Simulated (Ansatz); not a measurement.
# C10H16N2: up Jacob's ladder to CCSD(T)

One table from this session's results is given with a row withheld; the runs are named, their logs left out.

Method: functionals in def2-TZVPP, the program's frozen cores in correlated methods; program: Ansatz 0.2.0, Gaussian basis.

The runs, in order: LDA (SPW92), PBE-D4, revPBE-D4, BLYP-D4, r2SCAN-D4, B97M-V, PBE0-D4, B3LYP-D4, r2SCANh-D4, r2SCAN0-D4, HSE06-D4, BHLYP-D4, CAM-B3LYP-D4, LC-ωPBE, ωB97X-V, ωB97M-V, B2PLYP, PBE-QIDH; CCSD(T)/def2-SVP; CCSD(T)/def2-TZVPP; MP2/def2-QZVPP; extrapolation to the limit; RPA on PBE.

### The relaxed structure

The geometry comes from an earlier relaxation with PBE0-D4 in a triple-zeta def2 set; it is a stationary point, not always the lowest conformer.

28 atoms, charge 0, spin multiplicity 1.

Atoms are counted from 1 here; the program's logs count them from 0.

Bond lengths: C1–N2 1.438 Å, C1–H13 1.093 Å, C1–H14 1.102 Å, C1–H15 1.090 Å, N2–C3 1.438 Å, N2–C4 1.391 Å, C3–H16 1.090 Å, C3–H17 1.093 Å, C3–H18 1.102 Å, C4–C5 1.399 Å, C4–C12 1.399 Å, C5–C6 1.383 Å, C5–H19 1.082 Å, C6–C7 1.399 Å, C6–H20 1.082 Å, C7–N8 1.390 Å, C7–C11 1.399 Å, N8–C9 1.438 Å and more. Angles: N2–C1–H13 111.0°, N2–C1–H14 113.2°, N2–C1–H15 109.0°, H13–C1–H14 107.9°, H13–C1–H15 107.2°, H14–C1–H15 108.3°, C1–N2–C3 116.4°, C1–N2–C4 117.9°, C3–N2–C4 117.9°, N2–C3–H16 109.0°, N2–C3–H17 111.0°, N2–C3–H18 113.2°, H16–C3–H17 107.2°, H16–C3–H18 108.3°, H17–C3–H18 107.9°, N2–C4–C5 121.9°, N2–C4–C12 121.9°, C5–C4–C12 116.3° and more.

As a file:

```xyz
28

C    -3.34743   -1.42603   -0.77619
N    -2.10746   -1.86428   -0.19376
C    -1.77006   -3.25058   -0.37518
C    -1.06569   -0.94654   -0.11595
C    -1.28146    0.42848   -0.25301
C    -0.25290    1.34505   -0.12913
C     1.06515    0.94699    0.11653
N     2.10672    1.86479    0.19442
C     1.76958    3.25076    0.37867
C     3.34838    1.42541    0.77219
C     1.28094   -0.42798    0.25359
C     0.25230   -1.34457    0.12974
H    -3.78678   -0.61187   -0.19446
H    -3.23990   -1.07892   -1.81625
H    -4.05807   -2.25214   -0.76268
H    -2.68733   -3.83790   -0.41141
H    -1.18054   -3.62277    0.46640
H    -1.19995   -3.44181   -1.29837
H    -2.27386    0.80934   -0.45308
H    -0.49680    2.39325   -0.23739
H     2.68694    3.83790    0.41552
H     1.20008    3.44020    1.30256
H     1.17959    3.62482   -0.46177
H     3.78615    0.61278    0.18705
H     4.05880    2.25171    0.75882
H     3.24400    1.07554    1.81166
H     2.27335   -0.80885    0.45353
H     0.49627   -2.39275    0.23795
```

Set-up of the first run:

in.yaml reads:

```yaml
crystal:
  periodic: [false, false, false]
  atoms:
    - {symbol: C, position_ang: [-3.347427, -1.426035, -0.776194]}
    - {symbol: N, position_ang: [-2.107464, -1.864279, -0.193755]}
    - {symbol: C, position_ang: [-1.770057, -3.250580, -0.375179]}
    - {symbol: C, position_ang: [-1.065693, -0.946538, -0.115950]}
    - {symbol: C, position_ang: [-1.281462, 0.428478, -0.253014]}
    - {symbol: C, position_ang: [-0.252903, 1.345047, -0.129132]}
    - {symbol: C, position_ang: [1.065149, 0.946994, 0.116531]}
    - {symbol: N, position_ang: [2.106717, 1.864790, 0.194417]}
    - {symbol: C, position_ang: [1.769585, 3.250765, 0.378669]}
    - {symbol: C, position_ang: [3.348380, 1.425410, 0.772186]}
    - {symbol: C, position_ang: [1.280937, -0.427984, 0.253588]}
    - {symbol: C, position_ang: [0.252302, -1.344568, 0.129743]}
    - {symbol: H, position_ang: [-3.786777, -0.611870, -0.194456]}
    - {symbol: H, position_ang: [-3.239902, -1.078921, -1.816253]}
    - {symbol: H, position_ang: [-4.058065, -2.252141, -0.762676]}
    - {symbol: H, position_ang: [-2.687333, -3.837904, -0.411407]}
    - {symbol: H, position_ang: [-1.180537, -3.622769, 0.466398]}
    - {symbol: H, position_ang: [-1.199954, -3.441810, -1.298368]}
    - {symbol: H, position_ang: [-2.273860, 0.809336, -0.453076]}
    - {symbol: H, position_ang: [-0.496796, 2.393247, -0.237391]}
    - {symbol: H, position_ang: [2.686940, 3.837899, 0.415519]}
    - {symbol: H, position_ang: [1.200075, 3.440204, 1.302557]}
    - {symbol: H, position_ang: [1.179594, 3.624817, -0.461771]}
    - {symbol: H, position_ang: [3.786149, 0.612780, 0.187049]}
    - {symbol: H, position_ang: [4.058801, 2.251706, 0.758817]}
    - {symbol: H, position_ang: [3.243999, 1.075543, 1.811658]}
    - {symbol: H, position_ang: [2.273350, -0.808853, 0.453534]}
    - {symbol: H, position_ang: [0.496270, -2.392746, 0.237955]}
basis:
  gaussian: {orbitals: def2-TZVPP}
hamiltonian: {xc: lda}
output: {orbitals: {seedname: orbitals}}
```

On the command line:

```sh
ansatz run in.yaml --threads 4 --pin off --events-out ev --progress --plain --max-ram 46080MiB --backend cuda --devices 0, --max-vram 37GiB
```

Steps of the session up to this table: LDA; PBE-D4 (GGA); revPBE-D4 (GGA); BLYP-D4 (GGA); r2SCAN-D4 (meta-GGA); B97M-V (meta-GGA); B3LYP-D4 (hybrid); r2SCANh-D4 (hybrid); r2SCAN0-D4 (hybrid); HSE06-D4 (hybrid); BHLYP-D4 (hybrid); CAM-B3LYP-D4 (range-separated); LC-ωPBE (range-separated); ωB97X-V (range-separated); ωB97M-V (range-separated); B2PLYP (double hybrid); PBE-QIDH (double hybrid).

One of the session's tables, all rows but one given; the rest of the session is left out.

It belongs to the step «Frontier levels by functional». 

```
  functional  HOMO (eV)  gap (eV)
 LDA (SPW92)          ?         ?
      PBE-D4      -3.79      3.08
   revPBE-D4      -3.72      3.12
     BLYP-D4      -3.65      3.10
   r2SCAN-D4      -3.91      3.36
      B97M-V      -4.01      3.47
     PBE0-D4      -4.74      4.88
    B3LYP-D4      -4.57      4.53
  r2SCANh-D4      -4.28      4.04
  r2SCAN0-D4      -4.84      5.06
    HSE06-D4      -4.36      4.13
    BHLYP-D4      -5.58      6.70
CAM-B3LYP-D4      -5.88      7.07
     LC-ωPBE      -7.01      9.21
     ωB97X-V      -6.75      8.91
     ωB97M-V      -6.72      8.78
```

**Question.** Estimate the row for LDA (SPW92).

**Answer.** HOMO (eV): -3.96; gap (eV): 2.99. In the column «HOMO (eV)» it lies between B97M-V (-4.01) and r2SCAN-D4 (-3.91).
